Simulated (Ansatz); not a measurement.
# CH₂FNSi: one structure at several levels

Aim: energy, forces and dipole at a structure displaced at random from a GFN2-xTB minimum, from CCSD(T) and from density functionals.

Computed with Ansatz 0.2.0, Gaussian basis. Level: single points in def2-TZVPP.

Correlated methods freeze the cores.

## Step 1: Where the work starts

SMILES `NC#[Si]F`, 6 atoms, charge 0, spin multiplicity 1.

Atoms are counted from 1 here; the program's logs count them from 0.

Bond lengths: N1–C2 1.305 Å, N1–H5 1.148 Å, N1–H6 1.070 Å, C2–Si3 1.518 Å, Si3–F4 1.734 Å. Angles: C2–N1–H5 120.4°, C2–N1–H6 135.0°, H5–N1–H6 103.9°, N1–C2–Si3 139.1°, C2–Si3–F4 123.6°.

Coordinates:

```xyz
6
charge 0, multiplicity 1
N     0.14830    1.09520    0.29100
C    -0.22410   -0.07970   -0.13650
Si    0.29520   -1.50560   -0.17040
F    -0.68650   -2.87520   -0.57840
H     0.41270    1.92740   -0.45460
H     0.14600    1.59160    1.23900
```

## Step 2: CCSD(T)/def2-TZVPP

run/in.yaml

```yaml
crystal:
  periodic: [false, false, false]
  atoms:
    - {symbol: N, position_ang: [0.148300, 1.095200, 0.291000]}
    - {symbol: C, position_ang: [-0.224100, -0.079700, -0.136500]}
    - {symbol: Si, position_ang: [0.295200, -1.505600, -0.170400]}
    - {symbol: F, position_ang: [-0.686500, -2.875200, -0.578400]}
    - {symbol: H, position_ang: [0.412700, 1.927400, -0.454600]}
    - {symbol: H, position_ang: [0.146000, 1.591600, 1.239000]}
basis:
  gaussian: {orbitals: def2-TZVPP}
correlation: {method: ccsd_t}
output: {forces: true}
```

The command line of these runs was not kept.

## Step 3: PBE0-D4/def2-TZVPP

Edit run/in.yaml of step 2 so:

```diff
@@ -11,3 +11,3 @@
   gaussian: {orbitals: def2-TZVPP}
-correlation: {method: ccsd_t}
-output: {forces: true}
+hamiltonian: {xc: pbe0, dispersion: d4}
+output: {forces: true, orbitals: {seedname: orbitals}}
```

## Step 4: wB97M-V/def2-TZVPP

Edit run/in.yaml of step 3 so:

```diff
@@ -11,3 +11,3 @@
   gaussian: {orbitals: def2-TZVPP}
-hamiltonian: {xc: pbe0, dispersion: d4}
-output: {forces: true, orbitals: {seedname: orbitals}}
+hamiltonian: {xc: {name: wB97M-V}}
+output: {forces: true}
```

## Step 5: r2SCAN-D4/def2-TZVPP

Edit run/in.yaml of step 4 so:

```diff
@@ -11,3 +11,3 @@
   gaussian: {orbitals: def2-TZVPP}
-hamiltonian: {xc: {name: wB97M-V}}
+hamiltonian: {xc: r2scan, dispersion: d4}
 output: {forces: true}
```

## Step 6: PBE-D4/def2-TZVPP

Edit run/in.yaml of step 5 so:

```diff
@@ -11,3 +11,3 @@
   gaussian: {orbitals: def2-TZVPP}
-hamiltonian: {xc: r2scan, dispersion: d4}
+hamiltonian: {xc: pbe, dispersion: d4}
 output: {forces: true}
```

## Step 7: CAM-B3LYP-D4/def2-TZVPP

Edit run/in.yaml of step 6 so:

```diff
@@ -11,3 +11,3 @@
   gaussian: {orbitals: def2-TZVPP}
-hamiltonian: {xc: pbe, dispersion: d4}
+hamiltonian: {xc: {name: CAM-B3LYP}, dispersion: d4}
 output: {forces: true}
```

## Step 8: r2SCANh-D4/def2-TZVPP

Edit run/in.yaml of step 7 so:

```diff
@@ -11,3 +11,3 @@
   gaussian: {orbitals: def2-TZVPP}
-hamiltonian: {xc: {name: CAM-B3LYP}, dispersion: d4}
+hamiltonian: {xc: {name: r2SCANh}, dispersion: d4}
 output: {forces: true}
```

(Steps that only read results are left out.)

**Question.** What will these runs give? Wanted: energy less free atoms, CCSD(T)/def2-TZVPP; RMS force component; RMS force error; HOMO and LUMO, PBE0-D4; T1 diagnostic.

As calculated:

| quantity | value |
| --- | --- |
| energy less free atoms, CCSD(T)/def2-TZVPP | -460.2 kcal/mol |
| RMS force component | 3.968 to 4.213 eV/Å over the methods |
| RMS force error | PBE0-D4 0.298, wB97M-V 0.268, r2SCAN-D4 0.255, PBE-D4 0.371, CAM-B3LYP-D4 0.329, r2SCANh-D4 0.265 eV/Å |
| HOMO and LUMO, PBE0-D4 | -6.38 and -2.32 eV |
| T1 diagnostic | 0.028 |

Against CCSD(T) the functionals' energies less atoms differ by -52.4 to -17.3 kcal/mol, PBE-D4 by -52.4 kcal/mol. The reference is not at the basis limit: in triple zeta CCSD(T) underbinds, which counts against methods that bind more; the gaps are no ranking. The forces of r2SCAN-D4 come nearest to CCSD(T), those of PBE-D4 are farthest. Frozen-core CCSD(T) forces in triple zeta carry basis errors of their own, and this is one geometry, so small gaps rank nothing. The T1 diagnostic is large here, over the usual mark for main-group molecules (transition-metal compounds often pass it harmlessly), so CCSD(T) itself may be off. The restricted Hartree–Fock reference is unstable towards an unrestricted one at one or more of these structures.
